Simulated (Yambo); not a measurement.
# TiO2 (Anatase) (I4_1/amd) in Yambo: further runs

Runs on TiO2 (Anatase). Level: PBE. Tasks: energy-loss spectrum.

Program: Yambo 5.3.0. These are calculated values, not measurements. Logs are shortened: lines on timing, memory, paths and dates and some standing lists are left out, and cuts for length are marked.

### Step 1. The crystal as given

Symmetry: I4_1/amd, No. 141, tetragonal system. The conventional cell has a = 3.784 Å, b = 3.784 Å, c = 9.515 Å, α = 90.00°, β = 90.00°, γ = 90.00°. Ti (site symmetry -4m2) is surrounded by 6 O at 1.93 to 1.98 Å. Around O (site symmetry 2mm) lie 3 Ti at 1.93 to 1.98 Å.

### Step 2. Energy-loss spectrum, PBE

Input file eels0.in:

```
optics
chi
Chimod= "HARTREE"
% BndsRnXd
 1 | 54 |
%
NGsBlkXd= 3 Ry
% LongDrXd
 1 | 1 | 1 |
%
% QpntsRXd
 2 | 2 |
%
% EnRngeXd
 0 | 50 | eV
%
% DmRngeXd
 0.3 | 0.3 | eV
%
ETStpsXd= 250
```

Input file scf.in:

```
&CONTROL
  calculation = 'scf'
  prefix = 'pwscf'
  outdir = './tmp'
  pseudo_dir = './pseudo'
/
&SYSTEM
  ibrav = 0
  nat = 6
  ntyp = 2
  ecutwfc = 84
  nbnd = 33
  occupations = 'smearing'
  smearing = 'fd'
  degauss = 0.00367493
  force_symmorphic = .true.
/
&ELECTRONS
  conv_thr = 1.2d-09
  electron_maxstep = 120
  mixing_beta = 0.5
/
ATOMIC_SPECIES
Ti    47.8670 Ti.upf
O     15.9990 O.upf
CELL_PARAMETERS angstrom
  -1.8921000000    1.8921000000    4.7573000000
   1.8921000000   -1.8921000000    4.7573000000
   1.8921000000    1.8921000000   -4.7573000000
ATOMIC_POSITIONS crystal
Ti     0.7500000000    0.2500000000    0.5000000000
Ti     0.0000000000    0.0000000000    0.0000000000
O      0.7919000000    0.7919000000    0.0000000000
O      0.5419000000    0.0419000000    0.5000000000
O      0.9581000000    0.4581000000    0.5000000000
O      0.2081000000    0.2081000000    0.0000000000
K_POINTS automatic
10 10 10 0 0 0
```

Input file nscf.in:

```
&CONTROL
  calculation = 'nscf'
  prefix = 'pwscf'
  outdir = './tmp'
  pseudo_dir = './pseudo'
/
&SYSTEM
  ibrav = 0
  nat = 6
  ntyp = 2
  ecutwfc = 84
  nbnd = 54
  occupations = 'fixed'
  force_symmorphic = .true.
/
&ELECTRONS
  conv_thr = 1d-08
  diago_full_acc = .true.
  diago_thr_init = 1d-06
/
ATOMIC_SPECIES
Ti    47.8670 Ti.upf
O     15.9990 O.upf
CELL_PARAMETERS angstrom
  -1.8921000000    1.8921000000    4.7573000000
   1.8921000000   -1.8921000000    4.7573000000
   1.8921000000    1.8921000000   -4.7573000000
ATOMIC_POSITIONS crystal
Ti     0.7500000000    0.2500000000    0.5000000000
Ti     0.0000000000    0.0000000000    0.0000000000
O      0.7919000000    0.7919000000    0.0000000000
O      0.5419000000    0.0419000000    0.5000000000
O      0.9581000000    0.4581000000    0.5000000000
O      0.2081000000    0.2081000000    0.0000000000
K_POINTS automatic
6 6 6 0 0 0
```

Potentials or basis: PseudoDojo 0.4.1 SR PBE standard.

Command:

```sh
OMP_NUM_THREADS=1 pw.x -in scf.in > scf.out
OMP_NUM_THREADS=1 pw.x -in nscf.in > nscf.out
cd tmp/pwscf.save; p2y; mv SAVE ../..; cd ../..
OMP_NUM_THREADS=1 yambo
OMP_NUM_THREADS=1 yambo -F eels0.in -J eels0 -C eels0_out
```

Yambo's report:

```text
[... sections 02.01 to 02.04 as in the set-up run ...]

  [02.05] Energies & Occupations
  ==============================

  [X] === General ===
  [X] Electronic Temperature                        :  0.000000  0.000000 [eV K]
  [X] Bosonic    Temperature                        :  0.000000  0.000000 [eV K]
  [X] Finite Temperature mode                       : no
  [X] El. density                                   :  0.70458E+24 [cm-3]
  [X] Fermi Level                                   :  7.297726 [eV]

  [X] === Gaps and Widths ===
  [X] Conduction Band Min                           :  2.188380 [eV]
  [X] Valence Band Max                              :  0.000000 [eV]
  [X] Filled Bands                                  :  24
  [X] Empty Bands                                   :   25   54
  [X] Direct Gap                                    :  2.503110 [eV]
  [X] Direct Gap localized at k                     :  26
  [X] Indirect Gap                                  :  2.188380 [eV]
  [X] Indirect Gap between kpts                     :   4   1
  [X] Last valence band width                       :  0.784318 [eV]
  [X] 1st conduction band width                     :  1.363034 [eV]

 [03] Transferred momenta grid and indexing
 ==========================================

 IBZ Q-points                                      :  30
 BZ  Q-points                                      :  216

 K/Q-points units:
 rlu = crystal or reduced units; cc = cartesian coordinates; iku = interal k-units

 Q [ 1]         [rlu]:  0.000000  0.000000  0.000000
 Q [ 2]         [rlu]:  0.27941E-16  0.24061E-16  0.16667
 Q [ 3]         [rlu]:  0.48214E-16  0.55790E-16  0.33333
 Q [ 4]         [rlu]: -0.74239E-16 -0.81769E-16 -0.50000
 Q [ 5]         [rlu]: -0.20308E-16  0.16667      0.20308E-16
 Q [ 6]         [rlu]:  0.51110E-16  0.16667      0.16667
 Q [ 7]         [rlu]:  0.29333E-16  0.16667      0.33333
 Q [ 8]         [rlu]: -0.12861E-16  0.33333      0.12861E-16
 Q [ 9]         [rlu]:  0.14895E-16  0.33333      0.16667
 Q [10]         [rlu]:  0.18067E-17 -0.66667      0.33333
 Q [11]         [rlu]: -0.60472E-16  0.33333     -0.16667
 Q [12]         [rlu]:  0.43097E-16 -0.50000     -0.43097E-16
 Q [13]         [rlu]:  0.27298E-16 -0.50000      0.16667
 Q [14]         [rlu]:  0.166667  0.166667  0.166667
 Q [15]         [rlu]:  0.166667  0.166667  0.333333
[... 13 lines left out ...]
 Q [29]         [rlu]:  0.333333  0.666667 -0.500000
 Q [30]         [rlu]:  0.500000  0.500000 -0.500000

 [04] Optics
 ===========

 [WF-X loader] Normalization (few states)  min/max  :  0.68604E-18   1.0000

 [X-CG] R(p) Tot o/o(of R):   36808  155520     100
```

r_setup:

```text
[02] CORE Variables Setup
 =========================

  [02.01] Unit cells
  ==================

  Cell kind             :  Unknown
  Atoms in the cell     :  Ti  O
  number of Ti atoms    :  2
  number of O  atoms    :   4
[... 651 lines left out ...]

  [03.01] X indexes
  =================

   [03.01.01] Sigma indexes
   ========================

   [WR./SAVE//ndb.kindx]-----------------------------------------------------------
    Fragmentation                                    : no
    Polarization last K ( bz)                        :  216
    Polarization last K (ibz)                        :  30
    QP states                                        :   1  30
    X grid is uniform                                : yes
    Grids (string)                                   :  X S
    Grids (int-vector)                               :  1  0  0  1
```

It took 17 min on 1 thread of Arm Neoverse V1, shared host; peak memory 1.3 GiB.

Results:

- Band gap on the k mesh, mean-field level: 2.19 eV, indirect (least direct gap 2.50 eV)
- Peak of the energy-loss function: 46.0 eV

Energy-loss function at q = [0.0, 0.0, 0.16667] (reciprocal lattice):
| energy (eV) | loss |
| --- | --- |
| 0.0 | 0.007 |
| 2.2 | 0.011 |
| 4.4 | 0.089 |
| 6.4 | 0.158 |
| 8.6 | 0.292 |
| 10.8 | 0.643 |
| 13.1 | 0.777 |
| 15.3 | 0.564 |
| 17.5 | 0.563 |
| 19.5 | 0.508 |
| 21.7 | 0.556 |
| 23.9 | 0.701 |
| 26.1 | 0.871 |
| 28.3 | 1.205 |
| 30.5 | 1.846 |
| 32.5 | 0.401 |
| 34.7 | 0.167 |
| 36.9 | 0.173 |
| 39.2 | 0.194 |
| 41.4 | 0.082 |
| 43.6 | 0.333 |
| 45.6 | 2.032 |
| 47.8 | 0.422 |
| 50.0 | 0.300 |

Caveat: loss spectra need finer meshes, so the fine structure isn't converged.

### Step 3. Energy-loss spectrum, PBE

Input file eels1.in:

```
optics
chi
Chimod= "HARTREE"
% BndsRnXd
 1 | 54 |
%
NGsBlkXd= 3 Ry
% LongDrXd
 1 | 1 | 1 |
%
% QpntsRXd
 3 | 3 |
%
% EnRngeXd
 0 | 50 | eV
%
% DmRngeXd
 0.3 | 0.3 | eV
%
ETStpsXd= 250
```

scf.in is that of step 2.

nscf.in is that of step 2.

Potentials or basis: PseudoDojo 0.4.1 SR PBE standard.

Command:

```sh
OMP_NUM_THREADS=1 pw.x -in scf.in > scf.out
OMP_NUM_THREADS=1 pw.x -in nscf.in > nscf.out
cd tmp/pwscf.save; p2y; mv SAVE ../..; cd ../..
OMP_NUM_THREADS=1 yambo
OMP_NUM_THREADS=1 yambo -F eels1.in -J eels1 -C eels1_out
```

Yambo's report:

```text
[... sections 02.01 to 02.04 as in the set-up run ...]

  [02.05] Energies & Occupations
  ==============================

  [X] === General ===
  [X] Electronic Temperature                        :  0.000000  0.000000 [eV K]
  [X] Bosonic    Temperature                        :  0.000000  0.000000 [eV K]
  [X] Finite Temperature mode                       : no
  [X] El. density                                   :  0.70458E+24 [cm-3]
  [X] Fermi Level                                   :  7.297726 [eV]

  [X] === Gaps and Widths ===
  [X] Conduction Band Min                           :  2.188380 [eV]
  [X] Valence Band Max                              :  0.000000 [eV]
  [X] Filled Bands                                  :  24
  [X] Empty Bands                                   :   25   54
  [X] Direct Gap                                    :  2.503110 [eV]
  [X] Direct Gap localized at k                     :  26
  [X] Indirect Gap                                  :  2.188380 [eV]
  [X] Indirect Gap between kpts                     :   4   1
  [X] Last valence band width                       :  0.784318 [eV]
  [X] 1st conduction band width                     :  1.363034 [eV]

 [03] Transferred momenta grid and indexing
 ==========================================

 IBZ Q-points                                      :  30
 BZ  Q-points                                      :  216

 K/Q-points units:
 rlu = crystal or reduced units; cc = cartesian coordinates; iku = interal k-units

 Q [ 1]         [rlu]:  0.000000  0.000000  0.000000
 Q [ 2]         [rlu]:  0.27941E-16  0.24061E-16  0.16667
 Q [ 3]         [rlu]:  0.48214E-16  0.55790E-16  0.33333
 Q [ 4]         [rlu]: -0.74239E-16 -0.81769E-16 -0.50000
 Q [ 5]         [rlu]: -0.20308E-16  0.16667      0.20308E-16
 Q [ 6]         [rlu]:  0.51110E-16  0.16667      0.16667
 Q [ 7]         [rlu]:  0.29333E-16  0.16667      0.33333
 Q [ 8]         [rlu]: -0.12861E-16  0.33333      0.12861E-16
 Q [ 9]         [rlu]:  0.14895E-16  0.33333      0.16667
 Q [10]         [rlu]:  0.18067E-17 -0.66667      0.33333
 Q [11]         [rlu]: -0.60472E-16  0.33333     -0.16667
 Q [12]         [rlu]:  0.43097E-16 -0.50000     -0.43097E-16
 Q [13]         [rlu]:  0.27298E-16 -0.50000      0.16667
 Q [14]         [rlu]:  0.166667  0.166667  0.166667
 Q [15]         [rlu]:  0.166667  0.166667  0.333333
[... 13 lines left out ...]
 Q [29]         [rlu]:  0.333333  0.666667 -0.500000
 Q [30]         [rlu]:  0.500000  0.500000 -0.500000

 [04] Optics
 ===========

 [WF-X loader] Normalization (few states)  min/max  :  0.68604E-18   1.0000

 [X-CG] R(p) Tot o/o(of R):   36418  155520     100
```

o-eels1.eel_q3_inv_rpa_dyson:

```text
# Electron Energy Loss @ Q(3):  0.41904938      0.41904938      0.52002399E-16 [iku]
#
# [ X ] Hartree size                              :   37
# [GEN] GF Energies                               : Perdew, Burke & Ernzerhof(X)+Perdew, Burke & Ernzerhof(C)
# [GEN] Green`s Function                          : T-ordered
#
#    E[1] [eV]          Im(eel)            Re(eel)            Im(eel_o)          Re(eel_o)
#
        0.000000           0.006638          -0.279918           0.007786          -0.224764
        0.200803           0.006655          -0.279767           0.007807          -0.224578
        0.401606           0.006704          -0.279312           0.007869          -0.224018
        0.602410           0.006787          -0.278548           0.007975          -0.223078
        0.803213           0.006908          -0.277469           0.008127          -0.221748
        1.004016           0.007068          -0.276061           0.008331          -0.220014
[... 242 lines left out ...]
        49.79920           0.241004          -1.407501           0.119228          -1.357613
        50.00000           0.230269          -1.406624           0.113623          -1.354363
#
```

Run time: 17 min. Hardware: 1 thread of Arm Neoverse V1, shared host; peak memory 1.3 GiB.

Results:

```yaml
Band_gap_on_the_k_mesh_mean-field_level: 2.19 eV, indirect (least direct gap 2.50 eV)
Peak_of_the_energy-loss_function: 44.8 eV
```

Energy-loss function at q = [0.0, 0.0, 0.33333] (reciprocal lattice):
```json
{"energy (eV)": "0.0", "loss": "0.007"}
{"energy (eV)": "2.2", "loss": "0.009"}
{"energy (eV)": "4.4", "loss": "0.060"}
{"energy (eV)": "6.4", "loss": "0.134"}
{"energy (eV)": "8.6", "loss": "0.179"}
{"energy (eV)": "10.8", "loss": "0.471"}
{"energy (eV)": "13.1", "loss": "0.611"}
{"energy (eV)": "15.3", "loss": "0.599"}
{"energy (eV)": "17.5", "loss": "0.475"}
{"energy (eV)": "19.5", "loss": "0.461"}
{"energy (eV)": "21.7", "loss": "0.533"}
{"energy (eV)": "23.9", "loss": "0.665"}
{"energy (eV)": "26.1", "loss": "0.741"}
{"energy (eV)": "28.3", "loss": "1.119"}
{"energy (eV)": "30.5", "loss": "1.783"}
{"energy (eV)": "32.5", "loss": "0.413"}
{"energy (eV)": "34.7", "loss": "0.208"}
{"energy (eV)": "36.9", "loss": "0.193"}
{"energy (eV)": "39.2", "loss": "0.206"}
{"energy (eV)": "41.4", "loss": "0.104"}
{"energy (eV)": "43.6", "loss": "0.624"}
{"energy (eV)": "45.6", "loss": "1.467"}
{"energy (eV)": "47.8", "loss": "0.266"}
{"energy (eV)": "50.0", "loss": "0.230"}
```

Caveat: loss spectra need finer meshes, so the fine structure isn't converged. A k mesh can miss the band edges.

### Step 4. Energy-loss spectrum, PBE

Input file eels2.in:

```
optics
chi
Chimod= "HARTREE"
% BndsRnXd
 1 | 54 |
%
NGsBlkXd= 3 Ry
% LongDrXd
 1 | 1 | 1 |
%
% QpntsRXd
 4 | 4 |
%
% EnRngeXd
 0 | 50 | eV
%
% DmRngeXd
 0.3 | 0.3 | eV
%
ETStpsXd= 250
```

scf.in is that of step 3.

nscf.in is that of step 3.

Potentials or basis: PseudoDojo 0.4.1 SR PBE standard.

Command:

```sh
OMP_NUM_THREADS=1 pw.x -in scf.in > scf.out
OMP_NUM_THREADS=1 pw.x -in nscf.in > nscf.out
cd tmp/pwscf.save; p2y; mv SAVE ../..; cd ../..
OMP_NUM_THREADS=1 yambo
OMP_NUM_THREADS=1 yambo -F eels2.in -J eels2 -C eels2_out
```

Yambo's report:

```text
[... sections 02.01 to 02.04 as in the set-up run ...]

  [02.05] Energies & Occupations
  ==============================

  [X] === General ===
  [X] Electronic Temperature                        :  0.000000  0.000000 [eV K]
  [X] Bosonic    Temperature                        :  0.000000  0.000000 [eV K]
  [X] Finite Temperature mode                       : no
  [X] El. density                                   :  0.70458E+24 [cm-3]
  [X] Fermi Level                                   :  7.297726 [eV]

  [X] === Gaps and Widths ===
  [X] Conduction Band Min                           :  2.188380 [eV]
  [X] Valence Band Max                              :  0.000000 [eV]
  [X] Filled Bands                                  :  24
  [X] Empty Bands                                   :   25   54
  [X] Direct Gap                                    :  2.503110 [eV]
  [X] Direct Gap localized at k                     :  26
  [X] Indirect Gap                                  :  2.188380 [eV]
  [X] Indirect Gap between kpts                     :   4   1
  [X] Last valence band width                       :  0.784318 [eV]
  [X] 1st conduction band width                     :  1.363034 [eV]

 [03] Transferred momenta grid and indexing
 ==========================================

 IBZ Q-points                                      :  30
 BZ  Q-points                                      :  216

 K/Q-points units:
 rlu = crystal or reduced units; cc = cartesian coordinates; iku = interal k-units

 Q [ 1]         [rlu]:  0.000000  0.000000  0.000000
 Q [ 2]         [rlu]:  0.27941E-16  0.24061E-16  0.16667
 Q [ 3]         [rlu]:  0.48214E-16  0.55790E-16  0.33333
 Q [ 4]         [rlu]: -0.74239E-16 -0.81769E-16 -0.50000
 Q [ 5]         [rlu]: -0.20308E-16  0.16667      0.20308E-16
 Q [ 6]         [rlu]:  0.51110E-16  0.16667      0.16667
 Q [ 7]         [rlu]:  0.29333E-16  0.16667      0.33333
 Q [ 8]         [rlu]: -0.12861E-16  0.33333      0.12861E-16
 Q [ 9]         [rlu]:  0.14895E-16  0.33333      0.16667
 Q [10]         [rlu]:  0.18067E-17 -0.66667      0.33333
 Q [11]         [rlu]: -0.60472E-16  0.33333     -0.16667
 Q [12]         [rlu]:  0.43097E-16 -0.50000     -0.43097E-16
 Q [13]         [rlu]:  0.27298E-16 -0.50000      0.16667
 Q [14]         [rlu]:  0.166667  0.166667  0.166667
 Q [15]         [rlu]:  0.166667  0.166667  0.333333
[... 13 lines left out ...]
 Q [29]         [rlu]:  0.333333  0.666667 -0.500000
 Q [30]         [rlu]:  0.500000  0.500000 -0.500000

 [04] Optics
 ===========

 [WF-X loader] Normalization (few states)  min/max  :  0.68604E-18   1.0000

 [X-CG] R(p) Tot o/o(of R):   23086  155520     100
```

o-eels2.eel_q4_inv_rpa_dyson:

```text
# Electron Energy Loss @ Q(4): -0.62857407     -0.62857407     -0.78003598E-16 [iku]
#
# [ X ] Hartree size                              :   37
# [GEN] GF Energies                               : Perdew, Burke & Ernzerhof(X)+Perdew, Burke & Ernzerhof(C)
# [GEN] Green`s Function                          : T-ordered
#
#    E[1] [eV]          Im(eel)            Re(eel)            Im(eel_o)          Re(eel_o)
#
        0.000000           0.005994          -0.400603           0.008204          -0.305688
        0.200803           0.006006          -0.400487           0.008223          -0.305513
        0.401606           0.006043          -0.400139           0.008283          -0.304985
        0.602410           0.006106          -0.399554           0.008384          -0.304099
        0.803213           0.006196          -0.398728           0.008529          -0.302846
        1.004016           0.006317          -0.397651           0.008724          -0.301209
[... 242 lines left out ...]
        49.79920           0.183076          -1.322277           0.114091          -1.299719
        50.00000           0.176726          -1.320706           0.109913          -1.297654
#
```

Wall time 17 min (1 thread of Arm Neoverse V1, shared host); peak memory 1.3 GiB.

Results:

```
Band gap on the k mesh, mean-field level : 2.19 eV, indirect (least direct gap 2.50 eV)
Peak of the energy-loss function         : 44.0 eV
```

Energy-loss function at q = [0.0, 0.0, -0.5] (reciprocal lattice):
```tsv
energy (eV)	loss
0.0	0.006
2.2	0.008
4.4	0.048
6.4	0.101
8.6	0.181
10.8	0.242
13.1	0.417
15.3	0.585
17.5	0.337
19.5	0.356
21.7	0.481
23.9	0.603
26.1	0.646
28.3	0.951
30.5	1.259
32.5	0.397
34.7	0.249
36.9	0.209
39.2	0.224
41.4	0.136
43.6	1.509
45.6	0.587
47.8	0.174
50.0	0.177
```

Caveat: loss spectra need finer meshes, so the fine structure isn't converged.
